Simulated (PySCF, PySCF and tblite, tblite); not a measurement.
# C5H4F2O2: a path driven as ring inversion, and NMR exchange, part 2 of 2

PySCF and tblite. Atoms count from 0. Earlier steps stand in the parts before.

## 9. The path in numbers

What the job is given:

```
{"job": {"smiles": "FC1=C(F)OCC=CO1", "charge": 0, "mult": 1, "motion": "ring", "what": "7-membered ring", "atoms": [1, 2, 4, 5, 6, 7, 8], "ring": [1, 2, 4, 5, 6, 7, 8], "study": "path", "level": {"kind": "nmr", "xc": "CAM-B3LYP", "basis": "pcSseg-1"}, "fields": [60, 250, 500], "first": 3, "seed": 6, "kind": "path"}, "charge": 0, "multiplicity": 1}
F      2.281548     1.869073     0.346961
C      1.274809     1.051402    -0.001397
C      1.532123    -0.225775    -0.300542
F      2.806391    -0.662648    -0.226235
O      0.683924    -1.190957    -0.677337
C     -0.522567    -1.330716     0.075595
C     -1.438217    -0.147823     0.018894
C     -1.104307     1.138953     0.003439
O      0.113212     1.733997     0.007393
H     -1.013453    -2.202118    -0.362397
H     -0.266803    -1.560920     1.118649
H     -2.489935    -0.381838     0.003724
H     -1.861113     1.909856    -0.024473
```

The program printed:

```text
stationary points (kcal/mol above the start)
  n  kind          group   xTB      DFT    lowest mode
  0  minimum      C1       0.00     0.00      92.3
  1  saddle       Cs       2.38     4.20    -138.9
  2  minimum      C1      -0.00     0.00      92.1

GFN2-xTB energies: T/K, barrier G, reaction G (kcal/mol), k forward, k back (1/s)
 150.00     2.22     0.00   1.84e+09   1.85e+09
 200.00     2.29     0.00   1.33e+10   1.33e+10
 250.00     2.37     0.00   4.42e+10   4.43e+10
 298.15     2.46     0.00   9.75e+10   9.76e+10
 350.00     2.57     0.00    1.8e+11   1.81e+11
 400.00     2.69     0.00   2.82e+11   2.82e+11
 500.00     2.96     0.00   5.31e+11   5.31e+11

CAM-B3LYP/pcSseg-1 + D3(BJ) energies: T/K, barrier G, reaction G (kcal/mol), k forward, k back (1/s)
 150.00     4.04     0.00   4.05e+06   4.06e+06
 200.00     4.11     0.00   1.34e+08   1.35e+08
 250.00     4.19     0.00   1.12e+09   1.13e+09
 298.15     4.29     0.00   4.48e+09   4.49e+09
 350.00     4.40     0.00   1.31e+10   1.31e+10
 400.00     4.52     0.00   2.84e+10   2.84e+10
 500.00     4.78     0.00   8.46e+10   8.46e+10
```

It took 93 s on 1 thread of Arm Neoverse N1, shared host; peak memory 0.83 GiB. This counts the whole study up to here.

Barriers by level (kcal/mol; entropies in cal/(mol K)). Zero-point and thermal terms come from xTB in every row. ΔG‡ leaves symmetry out; the rate counts one path; effective ΔG‡, where given, is the barrier that would give that rate by Eyring's equation alone:

| level | ΔE‡ | with zero-point | ΔH‡ | ΔS‡ | ΔG‡ (298 K) | ΔE of reaction | k at 298 K (1/s) | effective ΔG‡ |
| --- | --- | --- | --- | --- | --- | --- | --- | --- |
| GFN2-xTB | 2.38 | 2.12 | 1.77 | -2.3 | 2.46 | 0.00 | 9.8e+10 | 2.46 |
| CAM-B3LYP/pcSseg-1 + D3(BJ) | 4.20 | 3.95 | 3.59 | -2.3 | 4.29 | 0.00 | 4.5e+09 | 4.29 |

Sites that the driver pairs across this motion, and where their lines would merge (no couplings; faster rotations or exchange between molecules can average them sooner):

| nucleus | sites: shielding (ppm) | proton frequency (MHz) | spread (Hz) | coalescence (K) | lines at 298 K |
| --- | --- | --- | --- | --- | --- |
| 1H | H9: 27.22; H10: 27.11 | 60 | 6 | 78 | 1 |
| 1H | H9: 27.22; H10: 27.11 | 250 | 26 | 83 | 1 |
| 1H | H9: 27.22; H10: 27.11 | 500 | 51 | 85 | 1 |

## 10. Shieldings, start: PBE/pcSseg-1

What the job is given:

```
{"job": {"kind": "nmr", "xc": "PBE", "basis": "pcSseg-1", "pop": false}, "charge": 0, "multiplicity": 1}
F      2.281548     1.869073     0.346961
C      1.274809     1.051402    -0.001397
C      1.532123    -0.225775    -0.300542
F      2.806391    -0.662648    -0.226235
O      0.683924    -1.190957    -0.677337
C     -0.522567    -1.330716     0.075595
C     -1.438217    -0.147823     0.018894
C     -1.104307     1.138953     0.003439
O      0.113212     1.733997     0.007393
H     -1.013453    -2.202118    -0.362397
H     -0.266803    -1.560920     1.118649
H     -2.489935    -0.381838     0.003724
H     -1.861113     1.909856    -0.024473
```

The program printed:

```text
coarse grid: 12256 points
cycle   1  E = -542.1074020829  dE =  1.592e+00  |g| = 9.127e-01  |ddm| = 3.516e+00
cycle   2  E = -541.7031716134  dE =  4.042e-01  |g| = 1.779e+00  |ddm| = 1.994e+00
cycle   3  E = -542.2371241886  dE = -5.340e-01  |g| = 2.183e-01  |ddm| = 1.458e+00
cycle   4  E = -542.2442015822  dE = -7.077e-03  |g| = 1.355e-01  |ddm| = 3.127e-01
cycle   5  E = -542.2478804235  dE = -3.679e-03  |g| = 5.002e-02  |ddm| = 1.586e-01
cycle   6  E = -542.2484218758  dE = -5.415e-04  |g| = 1.600e-02  |ddm| = 5.084e-02
cycle   7  E = -542.2484699940  dE = -4.812e-05  |g| = 7.602e-03  |ddm| = 1.810e-02
cycle   8  E = -542.2484830516  dE = -1.306e-05  |g| = 1.547e-03  |ddm| = 7.295e-03
cycle   9  E = -542.2484835088  dE = -4.572e-07  |g| = 4.145e-04  |ddm| = 1.362e-03
final grid: 123152 points
cycle  10  E = -542.3659856522  dE = -7.731e-06  |g| = 2.297e-02  |ddm| = 3.472e-02
cycle  11  E = -542.3656435012  dE =  3.422e-04  |g| = 4.924e-02  |ddm| = 4.611e-02
cycle  12  E = -542.3660723807  dE = -4.289e-04  |g| = 5.539e-03  |ddm| = 3.521e-02
cycle  13  E = -542.3660797553  dE = -7.375e-06  |g| = 1.330e-03  |ddm| = 5.394e-03
cycle  14  E = -542.3660800782  dE = -3.229e-07  |g| = 5.587e-04  |ddm| = 1.574e-03
cycle  15  E = -542.3660801465  dE = -6.834e-08  |g| = 2.064e-04  |ddm| = 6.540e-04
cycle  16  E = -542.3660801556  dE = -9.068e-09  |g| = 3.985e-05  |ddm| = 1.919e-04
cycle  17  E = -542.3660801559  dE = -3.292e-10  |g| = 1.288e-05  |ddm| = 4.625e-05
converged SCF energy = -542.3660801559

GIAO shielding tensors (ppm)
atom      isotropic    diamagn.    paramagn.     s11        s22        s33       span
  0 F      289.648     468.579    -178.931    261.996    283.762    323.185     61.190
  1 C       31.295     250.937    -219.642      3.766     26.426     63.694     59.928
  2 C       28.539     251.831    -223.292      1.188     26.904     57.527     56.339
  3 F      276.301     469.459    -193.158    227.425    286.590    314.889     87.464
  4 O      204.921     398.099    -193.178    148.346    210.482    255.935    107.588
  5 C      108.081     244.453    -136.373     77.822     92.538    153.881     76.059
  6 C       75.020     260.252    -185.233    -25.580     99.977    150.662    176.242
  7 C       38.632     248.097    -209.465    -53.817     67.293    102.419    156.236
  8 O      147.434     396.659    -249.225     74.315    131.153    236.833    162.519
  9 H       26.966      28.375      -1.409     21.890     26.757     32.251     10.361
 10 H       26.839      29.522      -2.683     22.956     26.950     30.612      7.656
 11 H       26.547      31.064      -4.518     24.305     27.078     28.257      3.952
 12 H       25.126      28.941      -3.815     21.411     26.589     27.377      5.966
```

Run time: 46 s. Hardware: 1 thread of Arm Neoverse N1, shared host; peak memory 0.63 GiB.

Key values: HOMO -5.23 eV, LUMO -1.23 eV; dipole 3.51 D.

## 11. Single-point energy, saddle of leg 1: PBE/pcSseg-1

What the job is given:

```
{"job": {"kind": "sp", "xc": "PBE", "basis": "pcSseg-1", "pop": false}, "charge": 0, "multiplicity": 1}
F      2.301867     1.970980    -0.175672
C      1.280897     1.094573    -0.097798
C      1.570691    -0.210361    -0.105987
F      2.871953    -0.546128    -0.191797
O      0.846951    -1.333385    -0.045316
C     -0.561014    -1.374328     0.051063
C     -1.388478    -0.135355     0.096396
C     -1.077051     1.156635     0.063026
O      0.118365     1.773473    -0.024797
H     -0.896078    -1.974515    -0.806403
H     -0.775344    -1.958336     0.957041
H     -2.439662    -0.370133     0.170866
H     -1.853097     1.906879     0.109379
```

The program printed:

```text
coarse grid: 12256 points
cycle   1  E = -542.1035225447  dE =  1.619e+00  |g| = 9.092e-01  |ddm| = 3.526e+00
cycle   2  E = -541.7106338434  dE =  3.929e-01  |g| = 1.771e+00  |ddm| = 1.945e+00
cycle   3  E = -542.2307005842  dE = -5.201e-01  |g| = 2.256e-01  |ddm| = 1.408e+00
cycle   4  E = -542.2388743027  dE = -8.174e-03  |g| = 1.277e-01  |ddm| = 2.883e-01
cycle   5  E = -542.2421026861  dE = -3.228e-03  |g| = 4.516e-02  |ddm| = 1.443e-01
cycle   6  E = -542.2425273880  dE = -4.247e-04  |g| = 1.506e-02  |ddm| = 4.661e-02
cycle   7  E = -542.2425683289  dE = -4.094e-05  |g| = 7.881e-03  |ddm| = 1.804e-02
cycle   8  E = -542.2425829362  dE = -1.461e-05  |g| = 1.578e-03  |ddm| = 7.716e-03
cycle   9  E = -542.2425834242  dE = -4.880e-07  |g| = 3.694e-04  |ddm| = 1.411e-03
final grid: 123152 points
cycle  10  E = -542.3601703503  dE = -1.363e-05  |g| = 2.285e-02  |ddm| = 3.957e-02
cycle  11  E = -542.3598259644  dE =  3.444e-04  |g| = 4.942e-02  |ddm| = 4.543e-02
cycle  12  E = -542.3602568129  dE = -4.308e-04  |g| = 5.005e-03  |ddm| = 3.480e-02
cycle  13  E = -542.3602627468  dE = -5.934e-06  |g| = 1.186e-03  |ddm| = 4.843e-03
cycle  14  E = -542.3602629800  dE = -2.332e-07  |g| = 5.050e-04  |ddm| = 1.258e-03
cycle  15  E = -542.3602630335  dE = -5.346e-08  |g| = 2.114e-04  |ddm| = 6.016e-04
cycle  16  E = -542.3602630434  dE = -9.959e-09  |g| = 3.807e-05  |ddm| = 2.041e-04
cycle  17  E = -542.3602630437  dE = -2.786e-10  |g| = 1.285e-05  |ddm| = 3.995e-05
converged SCF energy = -542.3602630437
```

It took 33 s on 1 thread of Arm Neoverse N1, shared host; peak memory 0.52 GiB.

Key values: HOMO -5.08 eV, LUMO -0.84 eV; dipole 3.91 D.

## 12. Second level: PBE/pcSseg-1 + D3(BJ)

What the job is given:

```
{"job": {"smiles": "FC1=C(F)OCC=CO1", "charge": 0, "mult": 1, "motion": "ring", "what": "7-membered ring", "atoms": [1, 2, 4, 5, 6, 7, 8], "ring": [1, 2, 4, 5, 6, 7, 8], "study": "path", "level": {"kind": "nmr", "xc": "PBE", "basis": "pcSseg-1", "wide": true}, "fields": [60, 250, 500], "first": 3, "seed": 6, "kind": "pathvar"}, "charge": 0, "multiplicity": 1}
F      2.281548     1.869073     0.346961
C      1.274809     1.051402    -0.001397
C      1.532123    -0.225775    -0.300542
F      2.806391    -0.662648    -0.226235
O      0.683924    -1.190957    -0.677337
C     -0.522567    -1.330716     0.075595
C     -1.438217    -0.147823     0.018894
C     -1.104307     1.138953     0.003439
O      0.113212     1.733997     0.007393
H     -1.013453    -2.202118    -0.362397
H     -0.266803    -1.560920     1.118649
H     -2.489935    -0.381838     0.003724
H     -1.861113     1.909856    -0.024473
```

The program printed:

```text
stationary points (kcal/mol above the start)
  n  kind          group   xTB      DFT    lowest mode
  0  minimum      C1       0.00     0.00      92.3
  1  saddle       Cs       2.38     3.77    -138.9
  2  minimum      C1      -0.00     0.00      92.1

GFN2-xTB energies: T/K, barrier G, reaction G (kcal/mol), k forward, k back (1/s)
 150.00     2.22     0.00   1.84e+09   1.85e+09
 200.00     2.29     0.00   1.33e+10   1.33e+10
 250.00     2.37     0.00   4.42e+10   4.43e+10
 298.15     2.46     0.00   9.75e+10   9.76e+10
 350.00     2.57     0.00    1.8e+11   1.81e+11
 400.00     2.69     0.00   2.82e+11   2.82e+11
 500.00     2.96     0.00   5.31e+11   5.31e+11

CAM-B3LYP/pcSseg-1 + D3(BJ) energies: T/K, barrier G, reaction G (kcal/mol), k forward, k back (1/s)
 150.00     4.04     0.00   4.05e+06   4.06e+06
 200.00     4.11     0.00   1.34e+08   1.35e+08
 250.00     4.19     0.00   1.12e+09   1.13e+09
 298.15     4.29     0.00   4.48e+09   4.49e+09
 350.00     4.40     0.00   1.31e+10   1.31e+10
 400.00     4.52     0.00   2.84e+10   2.84e+10
 500.00     4.78     0.00   8.46e+10   8.46e+10

PBE/pcSseg-1 + D3(BJ) energies: T/K, barrier G, reaction G (kcal/mol), k forward, k back (1/s)
 150.00     3.61     0.00   1.71e+07   1.71e+07
 200.00     3.68     0.00   3.96e+08   3.97e+08
 250.00     3.76     0.00   2.67e+09   2.67e+09
 298.15     3.86     0.00   9.25e+09   9.26e+09
 350.00     3.97     0.00   2.43e+10   2.43e+10
 400.00     4.09     0.00   4.87e+10   4.88e+10
 500.00     4.35     0.00    1.3e+11    1.3e+11
```

Wall time 2.9 min (1 thread of Arm Neoverse N1, shared host); peak memory 0.83 GiB. This counts the runs that the step sums up.

Barriers by level (kcal/mol; entropies in cal/(mol K)). Zero-point and thermal terms come from xTB in every row. ΔG‡ leaves symmetry out; the rate counts one path; effective ΔG‡, where given, is the barrier that would give that rate by Eyring's equation alone:

| level | ΔE‡ | with zero-point | ΔH‡ | ΔS‡ | ΔG‡ (298 K) | ΔE of reaction | k at 298 K (1/s) | effective ΔG‡ |
| --- | --- | --- | --- | --- | --- | --- | --- | --- |
| GFN2-xTB | 2.38 | 2.12 | 1.77 | -2.3 | 2.46 | 0.00 | 9.8e+10 | 2.46 |
| CAM-B3LYP/pcSseg-1 + D3(BJ) | 4.20 | 3.95 | 3.59 | -2.3 | 4.29 | 0.00 | 4.5e+09 | 4.29 |
| PBE/pcSseg-1 + D3(BJ) | 3.77 | 3.52 | 3.16 | -2.3 | 3.86 | 0.00 | 9.2e+09 | 3.86 |

## 13. Outcome

What follows sums up all 2 parts.

```
                             quantity                              value
barrier (CAM-B3LYP/pcSseg-1 + D3(BJ))   ΔE‡ 4.2, ΔG‡(298 K) 4.3 kcal/mol
                   barrier (GFN2-xTB)                   ΔE‡ 2.4 kcal/mol
                        rate at 298 K                        4.5e+09 s⁻¹
                      end of the path  the start, renumbered or mirrored
                 coalescence of 1H H9                    85 K at 500 MHz
```

The barrier is 4.2 kcal/mol at the DFT level (xTB: 2.4); with thermal terms and the count of paths the DFT value gives a rate of 4.5e+09 s⁻¹ at 298 K. An error of 1.4 kcal/mol changes that rate tenfold. The 1H lines of H9 and its partners, 51 Hz apart at 500 MHz, merge at 85 K, so by this path alone the exchange at 298 K is fast for them; other paths were not followed. PBE/pcSseg-1 + D3(BJ) moves the barrier from 4.2 to 3.8 kcal/mol.
